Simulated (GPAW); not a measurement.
Crystal: KPt.

```
CELL_PARAMETERS angstrom
3.00085 0.00000 0.00000
-1.50042 2.59881 0.00000
0.00000 0.00000 5.34558
ATOMIC_POSITIONS crystal
Pt 0.66667 0.33333 0.00000
K 0.00000 0.00000 0.50000
```

The cell comes from a database or a generator and needn't be the stable form of this composition.

Base run:

* Program: GPAW 26.7.0
* Functional: RPBE
* Potentials or basis: the program's PAW data sets (release 1.2.1) made for this functional
* Cutoff: 600 eV
* Basis: pw
* k mesh: 10 × 10 × 5
* Occupations: gaussian, width 0.02 eV
* Spin: no spin polarisation

Its results: band gap on the k mesh none (metal or under the smearing width); pressure 3.4 GPa.

Problem. The run is repeated on the same cell with these changes: functional from RPBE to PBEsol; potentials or basis from the program's PAW data sets (release 1.2.1) made for this functional to PAW data sets generated in the run's folder for this functional. What comes out?

Solution. Band gap on the k mesh none (metal or under the smearing width); pressure -3.9 GPa.

Not every run made on this cell is shown here.
